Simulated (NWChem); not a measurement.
**C2H6BFO2 (SMILES CB(O)OCF) at 3 levels**

Wanted: a comparison of 3 runs (HF/STO-3G, HF/3-21G, B3LYP/6-31G*) of C2H6BFO2. 

The results are computed with NWChem 7.3.0.

### Step 1. The system as given

The species is C2H6BFO2 (12 atoms), meant as a singlet with charge 0. As SMILES, `CB(O)OCF`. The coordinates come from a PBE0-D4/def2-TZVP relaxation. This is one conformer, not always the lowest.

Bond lengths: C1–B2 1.565 Å, B2–O3 1.357 Å, B2–O4 1.384 Å, O4–C5 1.374 Å, C5–F6 1.374 Å, C1–H7 1.090 Å, C1–H8 1.093 Å, C1–H9 1.095 Å, O3–H10 0.962 Å, C5–H11 1.092 Å, C5–H12 1.095 Å. Some angles: C1–B2–O3 120.2°, C1–B2–O4 123.9°, O3–B2–O4 115.8°, B2–O4–C5 121.8°, O4–C5–F6 110.0°, B2–C1–H7 111.0°, B2–C1–H8 111.6°, B2–C1–H9 111.2°, B2–O3–H10 112.0°, O4–C5–H11 108.4°.

### Step 2. Energy and forces at HF/STO-3G (run 1)

run.py reads:

```python
from ase import Atoms
from ase.calculators.nwchem import NWChem

atoms = Atoms(['C', 'B', 'O', 'O', 'C', 'F', 'H', 'H', 'H', 'H', 'H', 'H'], positions=[
    [-0.641900, -1.205500, -0.549600],
    [-0.493800, -0.244100, 0.677000],
    [-1.254900, -0.428600, 1.785300],
    [0.401100, 0.810500, 0.728700],
    [1.175000, 1.158400, -0.352500],
    [0.439000, 1.912000, -1.235100],
    [-1.455000, -1.914600, -0.394800],
    [-0.834500, -0.652300, -1.472900],
    [0.274900, -1.781400, -0.715100],
    [-1.072500, 0.230200, 2.462400],
    [2.001800, 1.777700, 0.000900],
    [1.537600, 0.282700, -0.900300],
])

calc = NWChem(
    label='calc',
    theory='scf',
    memory='2200 mb',
    basis='STO-3G',
    basispar='spherical bse',
    scf={'nopen': '0', 'rhf': None, 'thresh': '1e-08', 'maxiter': '80'},
)
atoms.calc = calc

forces = atoms.get_forces()
e = atoms.get_potential_energy()
print(f"E = {e:.6f} eV")
print("forces (eV/A):")
for s, f in zip(atoms.symbols, forces):
    print(f"{s:2s} {f[0]:10.5f} {f[1]:10.5f} {f[2]:10.5f}")
print("dipole (e A):", atoms.get_dipole_moment().round(4))
```

Started as:

```sh
$ export ASE_NWCHEM_COMMAND="nwchem PREFIX.nwi > PREFIX.nwo"
$ python run.py
```

Log:

```text
E = -9483.688578 eV
forces (eV/A):
C    -0.01214   -0.64252   -0.75133
B     0.39826    1.04011    0.79750
O    -0.14429   -1.06860   -1.37888
O    -1.68320   -1.09627    1.98294
C     0.37214    0.41019   -1.51998
F    -0.50604    0.42876   -0.49052
H     0.23376    0.21746   -0.10696
H    -0.01450   -0.20908    0.35188
H    -0.37260    0.20929    0.11601
H     0.39945    1.01389    0.85412
H     0.72742    0.05872    0.23716
H     0.60174   -0.36201   -0.09199
dipole (e A): [0.268  0.0106 0.0688]
```

The calculator wrote calc.nwi:

```
title "calc"

permanent_dir calc

scratch_dir calc

start calc

geometry units angstrom nocenter noautosym noautoz
  C  -6.4190000000000003e-01 -1.2055000000000000e+00 -5.4959999999999998e-01
  B  -4.9380000000000002e-01 -2.4410000000000001e-01 6.7700000000000005e-01
  O  -1.2548999999999999e+00 -4.2859999999999998e-01 1.7853000000000001e+00
  O  4.0110000000000001e-01 8.1050000000000000e-01 7.2870000000000001e-01
  C  1.1750000000000000e+00 1.1584000000000001e+00 -3.5249999999999998e-01
  F  4.3900000000000000e-01 1.9119999999999999e+00 -1.2351000000000001e+00
  H  -1.4550000000000001e+00 -1.9146000000000001e+00 -3.9479999999999998e-01
  H  -8.3450000000000002e-01 -6.5229999999999999e-01 -1.4729000000000001e+00
  H  2.7489999999999998e-01 -1.7814000000000001e+00 -7.1509999999999996e-01
  H  -1.0725000000000000e+00 2.3019999999999999e-01 2.4624000000000001e+00
  H  2.0017999999999998e+00 1.7777000000000001e+00 8.9999999999999998e-04
  H  1.5376000000000001e+00 2.8270000000000001e-01 -9.0029999999999999e-01
end

memory 2200 mb

basis spherical bse noprint
   * library STO-3G
end

scf
  nopen 0
  rhf
  thresh 1e-08
  maxiter 80
end

task scf gradient
```

calc.nwo:

```text
Northwest Computational Chemistry Package (NWChem) 7.3.0
             --------------------------------------------------------

           Job information
           ---------------

    nwchem branch   = 7.3.0
    use scalapack   = T
    input           = calc.nwi
    prefix          = calc.
    data base       = calc/calc.db
    status          = startup
    nproc           =        1

           Memory information
           ------------------

    heap     =     72089598 doubles =      550.0 Mbytes
    stack    =     72089595 doubles =      550.0 Mbytes
    global   =    144179200 doubles =     1100.0 Mbytes (distinct from heap & stack)
    total    =    288358393 doubles =     2200.0 Mbytes
    verify   = yes
    hardfail = no

[... 143 lines left out ...]
 Convergence threshold     :          1.000E-08
[... 13 lines left out ...]
       Final RHF  results
[... 3 lines left out ...]
      One-electron energy =   -956.651909485476
[... 1 line left out ...]
 Nuclear repulsion energy =    238.406925251445
[... 42 lines left out ...]
                       ROHF Final Molecular Orbital Analysis
[... 253 lines left out ...]
                         RHF ENERGY GRADIENTS

    atom               coordinates                        gradient
                 x          y          z           x          y          z
   1 C      -1.213015  -2.278065  -1.038593    0.000236   0.012495   0.014611
   2 B      -0.933147  -0.461282   1.279344   -0.007745  -0.020227  -0.015509
   3 O      -2.371417  -0.809937   3.373728    0.002806   0.020781   0.026815
[... 8 lines of this table left out ...]
  12 H       2.905643   0.534226  -1.701320   -0.011702   0.007040   0.001789

                 ----------------------------------------
                 |  Time  |  1-e(secs)   |  2-e(secs)   |
                 ----------------------------------------
                 |  CPU   |       0.00   |       0.85   |
                 ----------------------------------------
                 |  WALL  |       0.00   |       0.85   |
                 ----------------------------------------

 Task  times  cpu:        5.7s     wall:        5.7s
 Total times  cpu:        5.7s     wall:        5.7s
```

Wall time 7.2 s (1 thread of Intel Xeon Platinum 8259CL at 2.50GHz (Skylake/Cascade Lake), shared host); peak memory 0.098 GiB.

### Step 3. Energy and gradient at HF/3-21G (run 2)

c2h6bfo2.xyz reads:

```xyz
12

C     -0.641900    -1.205500    -0.549600
B     -0.493800    -0.244100     0.677000
O     -1.254900    -0.428600     1.785300
O      0.401100     0.810500     0.728700
C      1.175000     1.158400    -0.352500
F      0.439000     1.912000    -1.235100
H     -1.455000    -1.914600    -0.394800
H     -0.834500    -0.652300    -1.472900
H      0.274900    -1.781400    -0.715100
H     -1.072500     0.230200     2.462400
H      2.001800     1.777700     0.000900
H      1.537600     0.282700    -0.900300
```

c2h6bfo2.nw reads:

```
start c2h6bfo2
memory stack 880 mb heap 220 mb global 1100 mb
geometry units angstrom noautosym nocenter noautoz
  load format xyz c2h6bfo2.xyz
end
basis spherical bse
  * library 3-21G
end
scf
  thresh 1e-08
  maxiter 80
end
task scf gradient
```

Started as:

```sh
$ nwchem c2h6bfo2.nw > c2h6bfo2.out
```

Log:

```text
[...]
  functions       =    66
[...]
  wavefunction    = RHF
[...]
         Total SCF energy =   -351.265584093438
      One-electron energy =   -956.836721659829
      Two-electron energy =    367.164212314945
 Nuclear repulsion energy =    238.406925251445
        Time for solution =      5.2s
[...]
                         RHF ENERGY GRADIENTS
    atom               coordinates                        gradient
                 x          y          z           x          y          z
   1 C      -1.213015  -2.278065  -1.038593   -0.000470   0.004623   0.007632
   2 B      -0.933147  -0.461282   1.279344    0.009426   0.012787   0.008637
   3 O      -2.371417  -0.809937   3.373728    0.003392  -0.002070  -0.009832
   4 O       0.757969   1.531623   1.377043   -0.001901   0.001183  -0.008376
   5 C       2.220428   2.189059  -0.666128   -0.033979  -0.005774   0.007795
   6 F       0.829590   3.613156  -2.334001    0.010304  -0.006318   0.011190
   7 H      -2.749551  -3.618069  -0.746064   -0.003681  -0.003873   0.000167
   8 H      -1.576976  -1.232668  -2.783377   -0.000453   0.001996  -0.002895
   9 H       0.519486  -3.366358  -1.351343    0.003333  -0.001088  -0.000132
  10 H      -2.026731   0.435015   4.653261    0.004624  -0.000768  -0.009307
  11 H       3.782853   3.359366   0.001701    0.007508   0.009283   0.003187
[...]
```

Wall time 7.2 s (1 thread of Intel Xeon Platinum 8259CL at 2.50GHz (Skylake/Cascade Lake), shared host); peak memory 0.097 GiB.

### Step 4. Energy and gradient at B3LYP/6-31G(d) (Cartesian functions) (run 3)

run.py reads:

```python
from ase import Atoms
from ase.calculators.nwchem import NWChem

molecule = Atoms(['C', 'B', 'O', 'O', 'C', 'F', 'H', 'H', 'H', 'H', 'H', 'H'], positions=[
    [-0.641900, -1.205500, -0.549600],
    [-0.493800, -0.244100, 0.677000],
    [-1.254900, -0.428600, 1.785300],
    [0.401100, 0.810500, 0.728700],
    [1.175000, 1.158400, -0.352500],
    [0.439000, 1.912000, -1.235100],
    [-1.455000, -1.914600, -0.394800],
    [-0.834500, -0.652300, -1.472900],
    [0.274900, -1.781400, -0.715100],
    [-1.072500, 0.230200, 2.462400],
    [2.001800, 1.777700, 0.000900],
    [1.537600, 0.282700, -0.900300],
])

calc = NWChem(
    label='a',
    theory='dft',
    memory='2200 mb',
    basis='6-31G*',
    dft={'xc': 'b3lyp', 'mult': '1', 'grid': 'fine', 'convergence': 'energy 1e-08', 'iterations': '100', 'mulliken': None},
)
molecule.calc = calc

forces = molecule.get_forces()
print(f"energy = {molecule.get_potential_energy():.6f} eV")
print("forces (eV/A):")
for s, f in zip(molecule.symbols, forces):
    print(f"{s:2s} {f[0]:10.5f} {f[1]:10.5f} {f[2]:10.5f}")
print("dipole (e A):", molecule.get_dipole_moment().round(4))
```

Started as:

```sh
$ export ASE_NWCHEM_COMMAND="nwchem PREFIX.nwi > PREFIX.nwo"
$ python run.py
```

Log:

```text
energy = -9661.826466 eV
forces (eV/A):
C    -0.02854   -0.07703   -0.05656
B    -0.00442    0.08546    0.05224
O    -0.27999   -0.37703   -0.07729
O    -0.02360   -0.02319    0.37872
C     0.25053    0.07544   -0.22585
F    -0.21248    0.18661   -0.27151
H    -0.08803   -0.08449   -0.00046
H    -0.01378    0.06166   -0.09431
H     0.08762   -0.08048   -0.03630
H     0.11364    0.29264    0.24004
H     0.10614   -0.00591    0.06639
H     0.09292   -0.05363    0.02499
dipole (e A): [ 0.3088 -0.0356  0.1113]
```

The calculator wrote a.nwi:

```
title "a"

permanent_dir a

scratch_dir a

start a

geometry units angstrom nocenter noautosym noautoz
  C  -6.4190000000000003e-01 -1.2055000000000000e+00 -5.4959999999999998e-01
  B  -4.9380000000000002e-01 -2.4410000000000001e-01 6.7700000000000005e-01
  O  -1.2548999999999999e+00 -4.2859999999999998e-01 1.7853000000000001e+00
  O  4.0110000000000001e-01 8.1050000000000000e-01 7.2870000000000001e-01
  C  1.1750000000000000e+00 1.1584000000000001e+00 -3.5249999999999998e-01
  F  4.3900000000000000e-01 1.9119999999999999e+00 -1.2351000000000001e+00
  H  -1.4550000000000001e+00 -1.9146000000000001e+00 -3.9479999999999998e-01
  H  -8.3450000000000002e-01 -6.5229999999999999e-01 -1.4729000000000001e+00
  H  2.7489999999999998e-01 -1.7814000000000001e+00 -7.1509999999999996e-01
  H  -1.0725000000000000e+00 2.3019999999999999e-01 2.4624000000000001e+00
  H  2.0017999999999998e+00 1.7777000000000001e+00 8.9999999999999998e-04
  H  1.5376000000000001e+00 2.8270000000000001e-01 -9.0029999999999999e-01
end

memory 2200 mb

basis noprint
   * library 6-31G*
end

dft
  xc b3lyp
  mult 1
  grid fine
  convergence energy 1e-08
  iterations 100
  mulliken
end

task dft gradient
```

a.nwo:

```text
Northwest Computational Chemistry Package (NWChem) 7.3.0
             --------------------------------------------------------

           Job information
           ---------------

    nwchem branch   = 7.3.0
    use scalapack   = T
    input           = a.nwi
    prefix          = a.
    data base       = a/a.db
    status          = startup
    nproc           =        1

           Memory information
           ------------------

    heap     =     72089598 doubles =      550.0 Mbytes
    stack    =     72089595 doubles =      550.0 Mbytes
    global   =    144179200 doubles =     1100.0 Mbytes (distinct from heap & stack)
    total    =    288358393 doubles =     2200.0 Mbytes
    verify   = yes
    hardfail = no

[... 114 lines left out ...]
  convergence criterion.
[... 42 lines left out ...]
          Spatial weights used:  Erf1
[... 95 lines left out ...]
         Total DFT energy =     -355.065576505163
[... 3 lines left out ...]
 Nuclear repulsion energy =      238.406925251445
[... 780 lines left out ...]
          Convergence on gradient requested:  5.00D-04
[... 29 lines left out ...]
          total energy or number of iterations.
[... 26 lines left out ...]
                         DFT ENERGY GRADIENTS

    atom               coordinates                        gradient
                 x          y          z           x          y          z
   1 C      -1.213015  -2.278065  -1.038593    0.000555   0.001498   0.001100
   2 B      -0.933147  -0.461282   1.279344    0.000086  -0.001662  -0.001016
   3 O      -2.371417  -0.809937   3.373728    0.005445   0.007332   0.001503
[... 8 lines of this table left out ...]
  12 H       2.905643   0.534226  -1.701320   -0.001807   0.001043  -0.000486

                 ----------------------------------------
                 |  Time  |  1-e(secs)   |  2-e(secs)   |
                 ----------------------------------------
                 |  CPU   |       0.02   |       6.53   |
                 ----------------------------------------
                 |  WALL  |       0.02   |       6.53   |
                 ----------------------------------------

 Task  times  cpu:       44.2s     wall:       44.2s
 Total times  cpu:       44.2s     wall:       44.2s
```

Run time: 46 s. Hardware: 1 thread of Intel Xeon Platinum 8259CL at 2.50GHz (Skylake/Cascade Lake), shared host; peak memory 0.12 GiB.

### Step 5. The series

```
run                               level  Cartesian functions  iteration cap  energy (Eh)  dipole moment (D)  HOMO energy (eV)  LUMO energy (eV)  wall time
  1                           HF/STO-3G                   no             80  -348.519130               1.33             -9.99              9.29      7.2 s
  2                            HF/3-21G                   no             80  -351.265584               2.20            -12.76              5.58      7.2 s
  3  B3LYP/6-31G* (Cartesian functions)                  yes            100  -355.065577               1.59             -8.44              1.30       46 s
```

### Step 6. Outcome

| quantity | value |
| --- | --- |
| run 3: total energy | -355.06558 Eh |
| run 3: dipole moment | 1.59 D |
| run 3: HOMO energy | -8.44 eV |
| run 3: LUMO energy | 1.30 eV |
| run 3: HOMO–LUMO gap | 9.74 eV |
| run 3: largest force on an atom | 0.476 eV/Å |

In words: The dipole moment (its size) runs from 1.33 D (HF/STO-3G) to 2.20 D (HF/3-21G). The HOMO–LUMO gap runs from 9.74 eV (B3LYP/6-31G*) to 19.28 eV (HF/STO-3G). The two ends differ in method and basis. In run 1 the basis is minimal, so the values are rough. All runs together took 60 s, the longest 46 s.
